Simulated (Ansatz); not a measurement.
# CH4BrFOSi: a ladder of functionals and wavefunction methods

One table from this session's results is given with a row withheld; the runs are named, their logs left out.

Program: Ansatz 0.2.0, Gaussian basis. Level of theory: functionals in def2-TZVPP, the program's frozen cores in correlated methods. These are calculated values, not measurements.

Levels to be run: PBE-D4, r2SCAN-D4, PBE0-D4, B3LYP-D4, ωB97X-V, ωB97M-V, B2PLYP; CCSD(T)/def2-TZVPP; MP2/def2-QZVPP; extrapolation to the limit.

### Structure used throughout

All runs share one geometry, relaxed beforehand with PBE0-D4 in a triple-zeta def2 set.

SMILES `OC(F)[SiH2]Br`, 9 atoms, charge 0, spin multiplicity 1.

Atoms are counted from 1 here; the program's logs count them from 0.

Bond lengths: O1–C2 1.372 Å, O1–H6 0.963 Å, C2–F3 1.399 Å, C2–Si4 1.908 Å, C2–H7 1.098 Å, Si4–Br5 2.216 Å, Si4–H8 1.480 Å, Si4–H9 1.479 Å. Angles: C2–O1–H6 109.9°, O1–C2–F3 110.3°, O1–C2–Si4 109.4°, O1–C2–H7 112.3°, F3–C2–Si4 106.7°, F3–C2–H7 105.4°, Si4–C2–H7 112.5°, C2–Si4–Br5 108.3°, C2–Si4–H8 108.9°, C2–Si4–H9 109.8°, Br5–Si4–H8 108.3°, Br5–Si4–H9 109.4°, H8–Si4–H9 112.0°.

As a file:

```mol
CH4BrFOSi
  3D, bonds by distance, orders not assigned

  9  8  0  0  0  0  0  0  0  0999 V2000
    0.3501    1.5372    0.4220 O   0  0
    0.5964    0.1874    0.4423 C   0  0
    0.5873   -0.2879    1.7585 F   0  0
   -0.8023   -0.7254   -0.4810 Si  0  0
   -0.6175   -0.2786   -2.6441 Br  0  0
    1.1302    2.0175    0.7182 H   0  0
    1.5911   -0.0608    0.0494 H   0  0
   -0.6319   -2.1827   -0.2902 H   0  0
   -2.1152   -0.2530    0.0080 H   0  0
  1  2  8  0
  2  3  8  0
  2  4  8  0
  4  5  8  0
  1  6  8  0
  2  7  8  0
  4  8  8  0
  4  9  8  0
M  END
```

The first run:

Contents of in.yaml:

```yaml
crystal:
  periodic: [false, false, false]
  atoms:
    - {symbol: O, position_ang: [0.350052, 1.537189, 0.422000]}
    - {symbol: C, position_ang: [0.596446, 0.187363, 0.442288]}
    - {symbol: F, position_ang: [0.587339, -0.287908, 1.758491]}
    - {symbol: Si, position_ang: [-0.802332, -0.725357, -0.481032]}
    - {symbol: Br, position_ang: [-0.617468, -0.278600, -2.644135]}
    - {symbol: H, position_ang: [1.130230, 2.017502, 0.718173]}
    - {symbol: H, position_ang: [1.591139, -0.060844, 0.049429]}
    - {symbol: H, position_ang: [-0.631885, -2.182681, -0.290246]}
    - {symbol: H, position_ang: [-2.115222, -0.252964, 0.008032]}
basis:
  gaussian: {orbitals: def2-TZVPP}
hamiltonian: {xc: pbe, dispersion: d4}
output: {forces: true, orbitals: {seedname: orbitals}}
```

Launch:

```bash
> ansatz run in.yaml --threads 4 --pin off --events-out ev --progress --plain --max-ram 10444MiB
```

Steps of the session up to this table: PBE-D4 (GGA); r2SCAN-D4 (meta-GGA); PBE0-D4 (hybrid); B3LYP-D4 (hybrid); ωB97X-V (range-separated); ωB97M-V (range-separated); B2PLYP (double hybrid); CCSD(T) in def2-TZVPP; MP2 in def2-QZVPP.

One table of the session follows, with a row left open; its other results are not shown here.

It belongs to the step «Atomisation energies». 

| method | atomisation energy (kJ/mol) |
| --- | --- |
| PBE-D4 | 3139.2 |
| r2SCAN-D4 | 3085.8 |
| PBE0-D4 | ? |
| B3LYP-D4 | 3054.9 |
| ωB97X-V | 3088.3 |
| ωB97M-V | 3079.8 |
| B2PLYP | 3027.0 |
| HF/def2-TZVPP | 2161.6 |
| MP2/def2-TZVPP | 3062.2 |
| CCSD/def2-TZVPP | 2933.8 |
| CCSD(T)/def2-TZVPP | 2986.6 |
| MP2/CBS | 3162.4 |
| CCSD(T)/CBS | 3086.7 |

**Question.** Estimate the row for PBE0-D4.

As computed: atomisation energy (kJ/mol): 3065.0. In the column «atomisation energy (kJ/mol)» it lies between MP2/def2-TZVPP (3062.2) and ωB97M-V (3079.8).
